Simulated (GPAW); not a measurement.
The system is AlFe3B.

```
CELL_PARAMETERS angstrom
3.82232 0.00000 0.00000
0.00000 3.82232 0.00000
0.00000 0.00000 3.82232
ATOMIC_POSITIONS crystal
Fe 0.00000 0.00000 0.50000
Fe 0.00000 0.50000 0.00000
Fe 0.50000 0.00000 0.00000
Al 0.50000 0.50000 0.50000
B 0.00000 0.00000 0.00000
```

The cell comes from a database or a generator and needn't be the stable form of this composition.

Base run:

```yaml
Program: GPAW 26.7.0
Functional: PBEsol
Potentials_or_basis: PAW data sets generated in the run's folder for this functional
Cutoff: 800 eV
Basis: pw
k_mesh: 7 × 7 × 7
Occupations: fermi-dirac, width 0.05 eV
Spin: collinear spin, ferromagnetic start
Starting_moments: "[3.0, 3.0, 3.0, 0.0, 0.0] μB"
Hubbard_terms: Fe d U = 8 eV
```

Its results: pressure 42.1 GPa; net moment 9.26 μB per cell; site moments Fe +3.31; Al -0.16; B -0.06 μB.

Question: After a change of settings the same cell gave: pressure 5.4 GPa; net moment 6.32 μB per cell; site moments Fe +2.31; Al -0.11; B -0.09 μB. Which change was it?
A. hubbard terms from Fe d U = 8 eV to Fe d U = 4 eV
B. hubbard terms from Fe d U = 8 eV to Fe d U = 2 eV
C. hubbard terms from Fe d U = 8 eV to none

Answer: B.

Caveats: the U is typed as a test and isn't derived for this compound; a pressure of tens of GPa on the cell as given is suspect, and the run, the potentials or the cell itself is likely at fault (some runs).

Not every run made on this cell is shown here.
